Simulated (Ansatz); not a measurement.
**C₂H₂FI: one species, many methods**

One table from this session's results is given with a row withheld; the runs are named, their logs left out.

The runs use Ansatz 0.2.0, Gaussian basis; functionals in def2-TZVPP, the program's frozen cores in correlated methods.

Levels to be run: PBE-D4, r2SCAN-D4, PBE0-D4, B3LYP-D4, ωB97X-V, ωB97M-V, B2PLYP; CCSD(T)/def2-TZVPP; MP2/def2-QZVPP; extrapolation to the limit.

## The geometry

An earlier PBE0-D4 in a triple-zeta def2 set relaxation fixed the geometry. I takes the def2 core potential; no spin-orbit term is included.

SMILES `F/C=C\I`, 6 atoms, charge 0, spin multiplicity 1.

Atoms are counted from 1 here; the program's logs count them from 0.

Bond lengths: F1–C2 1.327 Å, C2–C3 1.319 Å, C2–H5 1.085 Å, C3–I4 2.062 Å, C3–H6 1.080 Å. Angles: F1–C2–C3 123.6°, F1–C2–H5 113.0°, C3–C2–H5 123.4°, C2–C3–I4 123.8°, C2–C3–H6 120.1°, I4–C3–H6 116.1°.

Set-up of the first run:

The input, in.yaml:

```yaml
crystal:
  periodic: [false, false, false]
  atoms:
    - {symbol: F, position_ang: [0.570784, -0.814492, -1.406093]}
    - {symbol: C, position_ang: [0.653002, -0.030304, -0.338503]}
    - {symbol: C, position_ang: [-0.359549, 0.204857, 0.473773]}
    - {symbol: I, position_ang: [-2.240634, -0.602551, 0.226354]}
    - {symbol: H, position_ang: [1.640536, 0.397928, -0.202666]}
    - {symbol: H, position_ang: [-0.229240, 0.853362, 1.327335]}
basis:
  gaussian: {orbitals: def2-TZVPP}
hamiltonian: {xc: pbe, dispersion: d4}
output: {forces: true, orbitals: {seedname: orbitals}}
```

Among the steps run: PBE-D4 (GGA); r2SCAN-D4 (meta-GGA); PBE0-D4 (hybrid); B3LYP-D4 (hybrid); ωB97X-V (range-separated); ωB97M-V (range-separated); B2PLYP (double hybrid); CCSD(T) in def2-TZVPP; MP2 in def2-QZVPP.

One of the session's tables, all rows but one given; the rest of the session is left out.

It belongs to the step «Atomisation energies». 

```
            method  atomisation energy (kJ/mol)
            PBE-D4                       2305.7
         r2SCAN-D4                       2218.4
           PBE0-D4                            ?
          B3LYP-D4                       2200.2
           ωB97X-V                       2199.9
           ωB97M-V                       2202.1
            B2PLYP                       2181.3
     HF/def2-TZVPP                       1519.8
    MP2/def2-TZVPP                       2217.6
   CCSD/def2-TZVPP                       2090.9
CCSD(T)/def2-TZVPP                       2142.5
           MP2/CBS                       2283.7
       CCSD(T)/CBS                       2208.6
```

Q: Estimate the row for PBE0-D4 from the others.

The run gave: atomisation energy (kJ/mol): 2230.3. In the column «atomisation energy (kJ/mol)» it lies between r2SCAN-D4 (2218.4) and MP2/CBS (2283.7).
